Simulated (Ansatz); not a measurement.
# AlNi (CsCl type): a relaxation

Wanted: a converged relaxation for AlNi (CsCl type), and a check of what comes out. The structure is shown as the input types it.

Method: DFT, PBE, PAW with Ansatz's default frozen-core files, scalar-relativistic, in Ansatz 0.2.0.

### 1 The system as given

Symmetry: Pm-3m, No. 221, cubic system. Conventional cell: a = 1.960 Å, b = 1.960 Å, c = 1.960 Å, α = 90.00°, β = 90.00°, γ = 90.00°. Ni (site symmetry m-3m) has 8 Al at 1.70 Å as nearest neighbours. Al (site symmetry m-3m) has 8 Ni at 1.70 Å as nearest neighbours.

Structure file:

```xyz
2
Lattice="1.9597 0.0000 0.0000 0.0000 1.9597 0.0000 0.0000 0.0000 1.9597" Properties=species:S:1:pos:R:3 pbc="T T T"
Ni    0.0000    0.0000    0.0000
Al    0.9798    0.9798    0.9798
```

### 2 The calculation

Input file input.yaml:

```yaml
crystal:
  lattice:
    - [1.9596545, 0.0, 0.0]
    - [0.0, 1.9596545, 0.0]
    - [0.0, 0.0, 1.9596545]
  atoms:
    - { symbol: Ni, position: [0.0, 0.0, 0.0] }
    - { symbol: Al, position: [0.5, 0.5, 0.5] }
kpoints:
  mp_grid: { grid: [15, 15, 15] }
scf:
  occupations: { method: fermi_dirac, width: 0.1 }
  max_iter: 60
hamiltonian:
  xc: pbe
  pseudopotentials: { kind: paw }
output:
  forces: true
  stress: true
relax:
  f_tol: 0.005
  max_steps: 40
  cell: {}
```

Started as:

```console
ansatz run input.yaml --threads 2 --pin off --max-ram 6144MiB --backend cpu --events-out ev --progress --plain --runs-dir out
```

The log of the run:

```text
The last accepted step is kept in <dir> (removed where the run ends without a failure and the disk answers)
Engine: ansatz 0.2.0
Pseudopotentials: kind: paw
Pseudopotential: Ni, paw, valence charge 18, recommended cutoff 420 eV (normal)
Pseudopotential: Al, paw, valence charge 3, recommended cutoff 420 eV (normal)
Functional definition: PBE
  parameter kappa = 0.804
  parameter beta = 0.06672455060314922
  exchange = pbe_x(kappa = kappa, mu = beta*pi^2/3)
  correlation = pbe_c(beta = beta)
Crystal: 2 atoms, lattice volume = 7.526 Å³
Basis set: ecut = 420 eV, 147 PW (Γ), exchange–correlation on 30×30×30 points (8 copies of the dense FFT grid, shifted against one another)
Bands: 15, of which v1, the nominal top of the filled ones, is band 11 counted from 1 (10 counted from 0)
Symmetry: 48 space group operations
Space group: Pm-3m (ITA 221), of the structure as read, at distance tolerance 2.0e-5 Å
k-points: 120 of 3375
Non-local potential: Ni, projectors of the file, l = 0: 3, l = 1: 2, l = 2: 3, l = 3: 1
Non-local potential: Al, projectors of the file, l = 0: 2, l = 1: 2, l = 2: 1
PAW form: soft (Blöchl's): semilocal exchange-correlation on the pseudo side does not see the compensation charge
PAW one-centre angular grid: Ni, 590 points (default); XC on 64 Gauss nodes
PAW one-centre angular grid: Al, 110 points (default); XC on 64 Gauss nodes
Initial density: superposition of atomic densities (neutral atoms: chi_scale 0, normalization atom), corrected by the library's trained network
Initial wavefunctions: pseudopotential atomic-orbital guess
Functional: x = pbe(κ = 0.804, μ = 0.2195149727645171), c = pbe(β = 0.06672455060314922)
SCF iter   1: F=—  HF=-7947.167949 eV  |F-HF|=—  |Δ(HF+E_count)|=         —  Δρ=8.80e0  dr2=3.63e3  ethr=1.77e-3  ⟨swp⟩=45.4  Hψ=55627  notcnv=0
preconditioner: auto → LDOS  [metal: Δε(μ)=0.029 eV  Ē_g=36.594 eV  σ=0.100 eV  W_gap=0.07  n_scr=6 (ndim 8)  ℏωp=62.0 eV  f_vac=0.497  D(μ)=0.53/eV (n_scr^D=6)  β→1.0]
SCF iter   2: F=—  HF=-7102.895901 eV  |F-HF|=—  |Δ(HF+E_count)|=    8.44e2  Δρ=6.28e0  dr2=1.02e3  ethr=1.77e-3  ⟨swp⟩=12.2  Hψ=22225  notcnv=0  defer=33
preconditioner: auto → none  [metal: Δε(μ)=0.015 eV  Ē_g=19.841 eV  σ=0.100 eV  W_gap=0.04  n_scr=6 (ndim 8)  ℏωp=23.4 eV  f_vac=0.261  D(μ)=0.28/eV (n_scr^D=0)  β→0.5]
SCF iter   3: F=—  HF=-6338.200414 eV  |F-HF|=—  |Δ(HF+E_count)|=    7.65e2  Δρ=1.71e0  dr2=7.54e1  ethr=1.77e-3  ⟨swp⟩=12.0  Hψ=13799  notcnv=0  defer=56
SCF iter   4: F=—  HF=-6340.601414 eV  |F-HF|=—  |Δ(HF+E_count)|=    2.40e0  Δρ=5.33e-1  dr2=1.28e1  ethr=1.77e-3  ⟨swp⟩=11.1  Hψ=11246  notcnv=0  defer=74
SCF iter   5: F=—  HF=-6340.825455 eV  |F-HF|=—  |Δ(HF+E_count)|=   2.24e-1  Δρ=6.18e-1  dr2=1.30e1  ethr=1.77e-3  ⟨swp⟩=8.5  Hψ=9465  notcnv=0  defer=43
SCF iter   6: F=—  HF=-6339.707405 eV  |F-HF|=—  |Δ(HF+E_count)|=    1.12e0  Δρ=4.62e-1  dr2=7.48e0  ethr=1.77e-3  ⟨swp⟩=5.7  Hψ=5359  notcnv=0  defer=48
SCF iter   7: F=—  HF=-6338.269491 eV  |F-HF|=—  |Δ(HF+E_count)|=    1.44e0  Δρ=1.83e-1  dr2=1.22e0  ethr=1.77e-3  ⟨swp⟩=6.1  Hψ=6064  notcnv=0  defer=44
SCF iter   8: F=—  HF=-6337.996760 eV  |F-HF|=—  |Δ(HF+E_count)|=   2.73e-1  Δρ=3.75e-2  dr2=5.15e-2  ethr=1.77e-3  ⟨swp⟩=5.3  Hψ=5178  notcnv=0  defer=42
SCF iter   9: F=—  HF=-6337.985776 eV  |F-HF|=—  |Δ(HF+E_count)|=   1.10e-2  Δρ=3.01e-3  dr2=3.90e-4  ethr=2.45e-4  ⟨swp⟩=3.8  Hψ=3965  notcnv=0  defer=39
SCF iter  10: F=—  HF=-6337.985931 eV  |F-HF|=—  |Δ(HF+E_count)|=   1.55e-4  Δρ=7.34e-4  dr2=1.72e-5  ethr=1.86e-6  ⟨swp⟩=3.8  Hψ=3652  notcnv=0  defer=36
SCF iter  11: F=—  HF=-6337.985956 eV  |F-HF|=—  |Δ(HF+E_count)|=   2.41e-5  Δρ=9.97e-5  dr2=3.13e-7  ethr=8.20e-8  ⟨swp⟩=3.6  Hψ=3412  notcnv=0  defer=36
SCF iter  12: F=-6337.985956 eV  HF=-6337.985956 eV  |F-HF|=4.17e-9  |Δ(HF+E_count)|=   4.09e-9  Δρ=8.77e-6  dr2=3.21e-9  ethr=4.76e-10  ⟨swp⟩=10.0  Hψ=9591  notcnv=0
SCF 1 converged in 12 iterations: F = -6337.985956 eV  dr2 = 3.21e-9
relax step   1: F+E_penalty+E_count = -6337.98595554 eV  Δ(F+E_penalty+E_count) = +0.000e0 eV  max|allowed force component| = 1.874e-30 eV/Å  Δτ_max = 0.0000 Å  P = +2119.443 GPa  Ω = 7.526 Å³  (12 SCF iters, dr2 threshold 1.00e-7 eV, accepted)
[... from here on, the SCF cycles and remarks between the steps are left out ...]
relax step   2: F+E_penalty+E_count = -6350.44579137 eV  Δ(F+E_penalty+E_count) = -1.246e1 eV  max|allowed force component| = 4.602e-31 eV/Å  Δτ_max = 0.0000 Å  P = +1400.505 GPa  Ω = 8.681 Å³  energy of the carried Pulay correction = -1.256e-2 eV  (7 SCF iters, dr2 threshold 2.00e-7 eV, accepted)
relax step   3: F+E_penalty+E_count = -6359.45249745 eV  Δ(F+E_penalty+E_count) = -9.007e0 eV  max|allowed force component| = 2.465e-31 eV/Å  Δτ_max = 0.0000 Å  P = +917.411 GPa  Ω = 9.948 Å³  energy of the carried Pulay correction = -2.444e-2 eV  (7 SCF iters, dr2 threshold 2.00e-7 eV, accepted)
relax step   4: F+E_penalty+E_count = -6365.82693729 eV  Δ(F+E_penalty+E_count) = -6.374e0 eV  max|allowed force component| = 6.163e-32 eV/Å  Δτ_max = 0.0000 Å  P = +583.819 GPa  Ω = 11.334 Å³  energy of the carried Pulay correction = -3.564e-2 eV  (6 SCF iters, dr2 threshold 2.00e-7 eV, accepted)
relax step   5: F+E_penalty+E_count = -6370.19405658 eV  Δ(F+E_penalty+E_count) = -4.367e0 eV  max|allowed force component| = 1.068e-31 eV/Å  Δτ_max = 0.0000 Å  P = +337.816 GPa  Ω = 12.883 Å³  energy of the carried Pulay correction = -4.642e-2 eV  (6 SCF iters, dr2 threshold 2.00e-7 eV, accepted)
relax step   6: F+E_penalty+E_count = -6372.69067887 eV  Δ(F+E_penalty+E_count) = -2.497e0 eV  max|allowed force component| = 1.438e-31 eV/Å  Δτ_max = 0.0000 Å  P = +148.624 GPa  Ω = 14.566 Å³  energy of the carried Pulay correction = -5.651e-2 eV  (6 SCF iters, dr2 threshold 2.00e-7 eV, accepted)
relax step   7: F+E_penalty+E_count = -6373.43891359 eV  Δ(F+E_penalty+E_count) = -7.482e-1 eV  max|allowed force component| = 2.958e-31 eV/Å  Δτ_max = 0.0000 Å  P = +1.759 GPa  Ω = 16.228 Å³  energy of the carried Pulay correction = -6.514e-2 eV  (6 SCF iters, dr2 threshold 2.00e-7 eV, accepted)
relax step   8: F+E_penalty+E_count = -6373.43892470 eV  Δ(F+E_penalty+E_count) = -1.111e-5 eV  max|allowed force component| = 8.217e-32 eV/Å  Δτ_max = 0.0000 Å  P = -0.044 GPa  Ω = 16.250 Å³  energy of the carried Pulay correction = -6.524e-2 eV  (6 SCF iters, dr2 threshold 2.00e-7 eV, accepted)
relax step   9: F+E_penalty+E_count = -6375.92508000 eV  Δ(F+E_penalty+E_count) = -2.486e0 eV  max|allowed force component| = 1.438e-31 eV/Å  Δτ_max = 0.0000 Å  P = +149.522 GPa  Ω = 16.250 Å³  stress off target by 1.50e2 GPa  SCF on the basis re-selected at this cell (its energy is not comparable with the rows above)  (7 SCF iters)
relax step  10: F+E_penalty+E_count = -6377.29237271 eV  Δ(F+E_penalty+E_count) = -1.367e0 eV  max|allowed force component| = 5.259e-31 eV/Å  Δτ_max = 0.0000 Å  P = +84.978 GPa  Ω = 18.164 Å³  energy of the carried Pulay correction = -3.123e-3 eV  (6 SCF iters, dr2 threshold 2.00e-7 eV, accepted)
relax step  11: F+E_penalty+E_count = -6378.07687178 eV  Δ(F+E_penalty+E_count) = -7.845e-1 eV  max|allowed force component| = 6.163e-32 eV/Å  Δτ_max = 0.0000 Å  P = +41.316 GPa  Ω = 20.217 Å³  energy of the carried Pulay correction = -6.828e-3 eV  (6 SCF iters, dr2 threshold 2.00e-7 eV, accepted)
relax step  12: F+E_penalty+E_count = -6378.41792048 eV  Δ(F+E_penalty+E_count) = -3.410e-1 eV  max|allowed force component| = 1.150e-31 eV/Å  Δτ_max = 0.0000 Å  P = +10.806 GPa  Ω = 22.420 Å³  energy of the carried Pulay correction = -1.016e-2 eV  (6 SCF iters, dr2 threshold 2.00e-7 eV, accepted)
relax step  13: F+E_penalty+E_count = -6378.44907410 eV  Δ(F+E_penalty+E_count) = -3.115e-2 eV  max|allowed force component| = 3.451e-31 eV/Å  Δτ_max = 0.0000 Å  P = -1.638 GPa  Ω = 23.609 Å³  energy of the carried Pulay correction = -1.175e-2 eV  (6 SCF iters, dr2 threshold 2.00e-7 eV, accepted)
relax step  14: F+E_penalty+E_count = -6378.45015885 eV  Δ(F+E_penalty+E_count) = -1.085e-3 eV  max|allowed force component| = 1.183e-30 eV/Å  Δτ_max = 0.0000 Å  P = +0.068 GPa  Ω = 23.434 Å³  energy of the carried Pulay correction = -1.152e-2 eV  (6 SCF iters, dr2 threshold 2.00e-7 eV, accepted)
relax step  15: F+E_penalty+E_count = -6378.45015134 eV  Δ(F+E_penalty+E_count) = +7.510e-6 eV  max|allowed force component| = 1.808e-31 eV/Å  Δτ_max = 0.0000 Å  P = -0.000 GPa  Ω = 23.441 Å³  energy of the carried Pulay correction = -1.153e-2 eV  (6 SCF iters, dr2 threshold 1.17e-8 eV, accepted)
relax step  16: F+E_penalty+E_count = -6378.53044749 eV  Δ(F+E_penalty+E_count) = -8.030e-2 eV  max|allowed force component| = 2.794e-31 eV/Å  Δτ_max = 0.0000 Å  P = +5.633 GPa  Ω = 23.441 Å³  stress off target by 5.63e0 GPa  SCF on the basis re-selected at this cell (its energy is not comparable with the rows above)  (7 SCF iters)
relax step  17: F+E_penalty+E_count = -6378.54280010 eV  Δ(F+E_penalty+E_count) = -1.235e-2 eV  max|allowed force component| = 7.231e-31 eV/Å  Δτ_max = 0.0000 Å  P = +1.353 GPa  Ω = 24.028 Å³  energy of the carried Pulay correction = -2.809e-4 eV  (6 SCF iters, dr2 threshold 2.00e-7 eV, accepted)
relax step  18: F+E_penalty+E_count = -6378.54353502 eV  Δ(F+E_penalty+E_count) = -7.349e-4 eV  max|allowed force component| = 3.903e-32 eV/Å  Δτ_max = 0.0000 Å  P = +0.072 GPa  Ω = 24.220 Å³  energy of the carried Pulay correction = -3.937e-4 eV  (6 SCF iters, dr2 threshold 2.00e-7 eV, accepted)
relax step  19: F+E_penalty+E_count = -6378.54353077 eV  Δ(F+E_penalty+E_count) = +4.258e-6 eV  max|allowed force component| = 1.068e-31 eV/Å  Δτ_max = 0.0000 Å  P = +0.001 GPa  Ω = 24.231 Å³  energy of the carried Pulay correction = -4.004e-4 eV  (6 SCF iters, dr2 threshold 1.29e-8 eV, accepted)
relax step  20: F+E_penalty+E_count = -6378.54387063 eV  Δ(F+E_penalty+E_count) = -3.399e-4 eV  max|allowed force component| = 3.698e-32 eV/Å  Δτ_max = 0.0000 Å  P = -0.021 GPa  Ω = 24.231 Å³  stress off target by 2.07e-2 GPa  SCF on the basis re-selected at this cell (its energy is not comparable with the rows above)  (6 SCF iters)
basis re-selected at this cell: Δ(F+E_penalty+E_count) = -3.399e-4 eV, ΔP = -0.022 GPa vs the last step (what re-selecting the basis moved, of the pressure what is left beyond the Pulay correction that the steps carried, after the strain that the cell walked since its last selection, with what the two solves' SCF thresholds leave and, on support functions, any second-order correction that the steps lacked; it is no measure of the basis error at this ecutwfc). This SCF's stress stands 2.07e-2 GPa from its target on what of the cell is left free (relax.cell.stress_tol is 5.00e-2 GPa) and its largest allowed force component is 3.70e-32 eV/Å (relax.f_tol is 5.00e-3 eV/Å): within both
SCF converged after 6 iterations
Free energy (F): -6378.543871 eV
Harris-Foulkes:  -6378.543871 eV  (|F-HF|=9.09e-13)
Internal energy: -6378.514381 eV  (E = F + TS)
E sigma→0 (E₀):  -6378.529126 eV
Entropy (-TS):   -0.029489 eV (-14.745 meV/atom)
Fermi energy:    13.771338 eV
--- Per-component energies (eV) ---
  E_band       = -340.238009
  E_kinetic    = 310.533336
  E_local      = -4465.034750  (includes V_loc(G=0)·N_el)
  E_nonlocal   = 647.740239
  E_hartree    = 1920.969409
  E_xc         = -126.060719
  E_vxc        = -140.341449  (∫ρ·V_xc dr)
  E_paw        = -2100.372213  (= ΣΔE_a)
  E_vpaw       = -535.074789  (= ΣTr[D̂ρ^β])
  E_aug_tail   = 0.000489  (compensation charges beyond the density's cutoff)
  E_ewald      = -2566.290173
  E_smearing   = -0.029489  (= −TS)
  E_closure    = 0.000000  (closes the sum)
  Σ components = -6378.543871   (vs F -6378.543871, Δ=0.00e0)
--- Forces (eV/Å), atoms counted from 1 ---
  atom   1  Ni    -0.00000000     0.00000000    -0.00000000
  atom   2  Al    -0.00000000    -0.00000000    -0.00000000
  max |Σ_I F_I| component: 1.48e-31 eV/Å
--- Stress (GPa, compression-positive) ---
       -0.020715      -0.000000      -0.000000
       -0.000000      -0.020715       0.000000
       -0.000000       0.000000      -0.020715
  P = ⅓ Tr σ = -0.0207 GPa (-0.207 kbar)
--- Relaxed structure (17 steps of the walk, 17 accepted, 3 SCFs on fresh bases) ---
  F+E_penalty+E_count = -6378.54387063 eV   max|allowed force component| = 3.698e-32 eV/Å   (the final SCF, on the basis selected at the relaxed cell)
  cell:  # Å, volume = 24.2307 Å³
    - [2.893712914465322, 4.259113824931356e-33, 2.0392789463225265e-33]
    - [8.568382075497795e-33, 2.8937129144653224, -2.5679065925163143e-34]
    - [9.800174769095468e-34, -2.5679065925163143e-34, 2.8937129144653224]
  atoms:
    - { symbol: Ni, position: [-2.047480334315488e-36, -2.0474803343175086e-36, 1.5639339490230127e-49] }
    - { symbol: Al, position: [0.5, 0.5, 0.5] }
```

Run time: 35 s. Hardware: 2 threads of Arm Neoverse N1, shared host; peak memory 0.34 GiB.

### 3 Checking the result

The program finished normally. That alone doesn't make the input a sound one.

All distances are much too short, so cores begin to overlap. The shortest distance in the input is 1.70 Å, between atoms 1 (Ni) and 2 (Al).

Fix: restore the intended size.

### 4 Second run, to compare

Other changes include scf.max_iter, output requests.

Input file input.yaml:

```yaml
crystal:
  lattice:
    - [2.7995064354, 0.0, 0.0]
    - [0.0, 2.7995064354, 0.0]
    - [0.0, 0.0, 2.7995064354]
  atoms:
    - { symbol: Ni, position: [0.0, 0.0, 0.0] }
    - { symbol: Al, position: [0.5, 0.5, 0.5] }
kpoints:
  mp_grid: { grid: [15, 15, 15] }
scf:
  occupations: { method: fermi_dirac, width: 0.1 }
hamiltonian:
  xc: pbe
  pseudopotentials: { kind: paw }
output:
  forces: true
  stress: true
  write_density: true
  write_potential: true
  elf: true
  volumetric_format: npy
relax:
  f_tol: 0.005
  max_steps: 40
  cell: {}
```

Started as:

```console
ansatz run input.yaml --threads 2 --pin off --max-ram 6144MiB --backend cpu --events-out ev --progress --plain --runs-dir out
```

The main lines of its log:

```text
[...]
Basis set: ecut = 420 eV, 437 PW (Γ), exchange–correlation on 40×40×40 points (8 copies of the dense FFT grid, shifted against one another)
[...]
k-points: 120 of 3375
[...]
SCF iter   1: F=—  HF=-6378.416706 eV  |F-HF|=—  |Δ(HF+E_count)|=         —  Δρ=6.13e-3  dr2=4.67e-3  ethr=1.77e-3  ⟨swp⟩=4.8  Hψ=8163  notcnv=0
preconditioner: auto → none  [metal: Δε(μ)=0.013 eV  Ē_g=10.331 eV  σ=0.100 eV  W_gap=0.03  n_scr=6 (ndim 8)  ℏωp=28.6 eV  f_vac=0.000  D(μ)=0.83/eV (n_scr^D=6)  sad-step TF]
SCF iter   2: F=—  HF=-6378.416366 eV  |F-HF|=—  |Δ(HF+E_count)|=   3.40e-4  Δρ=3.29e-3  dr2=1.59e-3  ethr=2.23e-5  ⟨swp⟩=1.1  Hψ=2786  notcnv=0
[...]
relax step   1: F+E_penalty+E_count = -6378.41627171 eV  Δ(F+E_penalty+E_count) = +0.000e0 eV  max|allowed force component| = 5.752e-31 eV/Å  Δτ_max = 0.0000 Å  P = +19.528 GPa  Ω = 21.940 Å³  (6 SCF iters, dr2 threshold 1.00e-7 eV, accepted)
[...]
Basis set: ecut = 420 eV, 461 PW (Γ), exchange–correlation on 40×40×40 points (8 copies of the dense FFT grid, shifted against one another)
[...]
relax step   2: F+E_penalty+E_count = -6378.51410161 eV  Δ(F+E_penalty+E_count) = -9.783e-2 eV  max|allowed force component| = 9.039e-32 eV/Å  Δτ_max = 0.0000 Å  P = +8.508 GPa  Ω = 23.083 Å³  energy of the carried Pulay correction = -5.094e-4 eV  (6 SCF iters
[...]
relax step   3: F+E_penalty+E_count = -6378.54189519 eV  Δ(F+E_penalty+E_count) = -2.779e-2 eV  max|allowed force component| = 4.109e-32 eV/Å  Δτ_max = 0.0000 Å  P = +1.097 GPa  Ω = 24.050 Å³  energy of the carried Pulay correction = -9.205e-4 eV  (6 SCF iters
[...]
relax step   4: F+E_penalty+E_count = -6378.54238003 eV  Δ(F+E_penalty+E_count) = -4.848e-4 eV  max|allowed force component| = 9.039e-32 eV/Å  Δτ_max = 0.0000 Å  P = +0.077 GPa  Ω = 24.200 Å³  energy of the carried Pulay correction = -9.828e-4 eV  (6 SCF iters
[...]
relax step   5: F+E_penalty+E_count = -6378.54237808 eV  Δ(F+E_penalty+E_count) = +1.948e-6 eV  max|allowed force component| = 7.190e-32 eV/Å  Δτ_max = 0.0000 Å  P = +0.001 GPa  Ω = 24.211 Å³  energy of the carried Pulay correction = -9.875e-4 eV  (6 SCF iters
[...]
relax step   6: F+E_penalty+E_count = -6378.54387072 eV  Δ(F+E_penalty+E_count) = -1.493e-3 eV  max|allowed force component| = 4.520e-32 eV/Å  Δτ_max = 0.0000 Å  P = +0.108 GPa  Ω = 24.211 Å³  stress off target by 1.08e-1 GPa  SCF on the basis re-selected at t
[...]
relax step   7: F+E_penalty+E_count = -6378.54386994 eV  Δ(F+E_penalty+E_count) = +7.824e-7 eV  max|allowed force component| = 4.766e-31 eV/Å  Δτ_max = 0.0000 Å  P = +0.002 GPa  Ω = 24.227 Å³  energy of the carried Pulay correction = -6.294e-6 eV  (6 SCF iters
[...]
SCF iter   6: F=—  HF=-6378.543872 eV  |F-HF|=—  |Δ(HF+E_count)|=  6.37e-12  Δρ=3.70e-7  dr2=3.12e-11  ethr=1.00e-12  ⟨swp⟩=1.0  Hψ=1800  notcnv=0
SCF iter   7: F=-6378.543872 eV  HF=-6378.543872 eV  |F-HF|=9.09e-13  |Δ(HF+E_count)|=  2.73e-12  Δρ=1.33e-7  dr2=4.06e-12  ethr=1.00e-12  ⟨swp⟩=4.0  Hψ=5803  notcnv=0
[...]
relax step   8: F+E_penalty+E_count = -6378.54387220 eV  Δ(F+E_penalty+E_count) = -2.261e-6 eV  max|allowed force component| = 1.972e-31 eV/Å  Δτ_max = 0.0000 Å  P = +0.002 GPa  Ω = 24.227 Å³  stress off target by 2.06e-3 GPa  SCF on the basis re-selected at t
[...]
SCF converged after 7 iterations
Free energy (F): -6378.543872 eV
[...]
E sigma→0 (E₀):  -6378.529129 eV
[...]
Fermi energy:    13.773775 eV
[...]
  P = ⅓ Tr σ = 0.0021 GPa (0.021 kbar)
[...]
--- Relaxed structure (6 steps of the walk, 6 accepted, 2 SCFs on fresh bases) ---
[...]
```

It took 17 s on 2 threads of Arm Neoverse N1, shared host; peak memory 0.34 GiB.

Density in a lattice plane of the grid's cell (edges 2.89 and 2.89 Å, at 0.500 of the third edge), which holds Al.

Values in e/Å³, 12 rows by 12 columns:
```
0.24 0.23 0.23 0.23 0.22 0.22 0.22 0.22 0.22 0.23 0.23 0.23
0.23 0.23 0.23 0.24 0.23 0.22 0.22 0.22 0.23 0.24 0.23 0.23
0.22 0.23 0.24 0.24 0.22 0.19 0.17 0.19 0.22 0.24 0.24 0.23
0.22 0.22 0.23 0.22 0.17 0.12 0.10 0.12 0.17 0.22 0.23 0.22
0.21 0.22 0.22 0.19 0.12 0.07 0.07 0.07 0.12 0.19 0.22 0.22
0.21 0.22 0.22 0.17 0.10 0.07 0.06 0.07 0.10 0.17 0.22 0.22
0.21 0.22 0.22 0.19 0.12 0.07 0.07 0.07 0.12 0.19 0.22 0.22
0.22 0.22 0.23 0.22 0.17 0.12 0.10 0.12 0.17 0.22 0.23 0.22
0.22 0.23 0.24 0.24 0.22 0.19 0.17 0.19 0.22 0.24 0.24 0.23
0.23 0.23 0.23 0.24 0.23 0.22 0.22 0.22 0.23 0.24 0.23 0.23
0.24 0.23 0.23 0.23 0.22 0.22 0.22 0.22 0.22 0.23 0.23 0.23
0.24 0.24 0.23 0.22 0.22 0.21 0.21 0.21 0.22 0.22 0.23 0.24
```
Columns run along the first of these edges and rows up along the second, over one cell in 12 and 12 even steps from the bottom left corner. Atoms in the plane (fractional): Al at (0.50, 0.50).

ELF in the same plane.

Values, 12 rows by 12 columns:
```
0.33 0.35 0.40 0.45 0.49 0.50 0.50 0.50 0.49 0.45 0.40 0.35
0.37 0.40 0.44 0.49 0.51 0.47 0.45 0.47 0.51 0.49 0.44 0.40
0.42 0.45 0.49 0.50 0.42 0.28 0.23 0.28 0.42 0.50 0.49 0.45
0.47 0.49 0.51 0.42 0.19 0.05 0.02 0.05 0.19 0.42 0.51 0.49
0.49 0.50 0.47 0.28 0.05 0.03 0.06 0.03 0.05 0.28 0.47 0.50
0.50 0.50 0.45 0.23 0.02 0.06 0.13 0.06 0.02 0.23 0.45 0.50
0.49 0.50 0.47 0.28 0.05 0.03 0.06 0.03 0.05 0.28 0.47 0.50
0.47 0.49 0.51 0.42 0.19 0.05 0.02 0.05 0.19 0.42 0.51 0.49
0.42 0.45 0.49 0.50 0.42 0.28 0.23 0.28 0.42 0.50 0.49 0.45
0.37 0.40 0.44 0.49 0.51 0.47 0.45 0.47 0.51 0.49 0.44 0.40
0.33 0.35 0.40 0.45 0.49 0.50 0.50 0.50 0.49 0.45 0.40 0.35
0.31 0.33 0.37 0.42 0.47 0.49 0.50 0.49 0.47 0.42 0.37 0.33
```
Columns run along the first of these edges and rows up along the second, over one cell in 12 and 12 even steps from the bottom left corner. Atoms in the plane (fractional): Al at (0.50, 0.50).

Both are smooth fields of the valence electrons: close to the nuclei they are not physical.

Maxima of ELF outside the ion cores: 0.52 beside Al, off the lines to its neighbours, 1.1 Å from Al; 0.51 in the shell around Al, 1.1 Å from Al.

| run | ending | energy change | pressure (GPa) | gap (eV) | force (eV/Å) | cycles | time |
| --- | --- | --- | --- | --- | --- | --- | --- |
| first try | converged | 0.0 meV/atom | 0.0 | 0.00 | 0.00 | 130 | 35 s |
| second try | converged | 0 | 0.0 | 0.00 | 0.00 | 49 | 17 s |

### 5 Summary of results

| quantity | value |
| --- | --- |
| first try | converged |
| setting under test | structure |
| second try | converged |
| energy (zero set by the potentials) | -6378.5439 eV |
| pressure | 0.00 GPa |
| gap on the mesh | none (metal on this mesh) |
| largest force | 0.000 eV/Å |

What this shows: Both runs end at the same energy: the doubtful setting did not spoil the result here, but it cost 130 cycles against 49.
